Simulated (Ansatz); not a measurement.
# Hf: the cost of one run

Program: Ansatz 0.2.0. Level of theory: DFT PBEsol, scalar-relativistic, plane waves, PAW. These are calculated values, not measurements.

1 further run of the same task is left out (set aside as unsound or not needed).

**1. Starting point**

It takes space group P6_3/mmc (No. 194, hexagonal). The conventional cell has a = 3.197 Å, b = 3.197 Å, c = 5.058 Å, α = 90.00°, β = 90.00°, γ = 120.00°. Hf (site symmetry -6m2) is surrounded by 12 Hf at 3.13 to 3.20 Å.

Coordinates:

```cif
data_structure
_symmetry_space_group_name_H-M 'P6_3/mmc'
_symmetry_Int_Tables_number 194
_cell_length_a 3.1967
_cell_length_b 3.1967
_cell_length_c 5.0578
_cell_angle_alpha 90.000
_cell_angle_beta 90.000
_cell_angle_gamma 120.000
_cell_volume 44.76
loop_
_atom_site_label
_atom_site_type_symbol
_atom_site_symmetry_multiplicity
_atom_site_Wyckoff_symbol
_atom_site_fract_x
_atom_site_fract_y
_atom_site_fract_z
_atom_site_occupancy
Hf1 Hf 2 c 0.33333 0.66667 0.25000 1
```

The structure comes from the Crystallography Open Database.

**5. Plan of the scan**

The energy is mapped over two homogeneous strains (x along [1 0 0], y along [1 2 0], z along [0 0 1] of the conventional cell).

- strain +e along x and -e along y: 5 values from −15.0 to 15.0 %
- strain +e along z and -e/2 along x and y: 5 values from −15.0 to 15.0 %

Nothing else is relaxed (fractional coordinates fixed). Energies count from the relaxed crystal. Points are written as (first, second).

(The set-up runs are not shown.)

**6. Point (−15.0 %, 0.0 %)**

input.yaml reads:

```yaml
crystal:
  lattice:
    - [2.6862285941, 0.0, 0.0]
    - [-1.343114297, 3.1474041568, 0.0]
    - [0.0, 0.0, 4.9962244915]
  atoms:
    - { symbol: Hf, position: [0.3333333333, 0.6666666667, 0.25] }
    - { symbol: Hf, position: [0.6666666667, 0.3333333333, 0.75] }
basis:
  ecutwfc: 420
kpoints:
  mp_grid: { grid: [18, 18, 10] }
hamiltonian:
  xc: pbesol
  pseudopotentials: { kind: paw }
scf:
  occupations: { method: gaussian, width: 0.15 }
output:
  forces: true
  stress: true
  eigenvalues: true
```

The run is started by

```console
> ansatz run input.yaml --threads 1 --pin off --max-ram 2048MiB --backend cpu --events-out ev --progress --plain --runs-dir out
```

What time and memory should one allow on 1 thread of Arm Neoverse N1, shared host?

About 72 s, with a peak of 0.73 GiB.
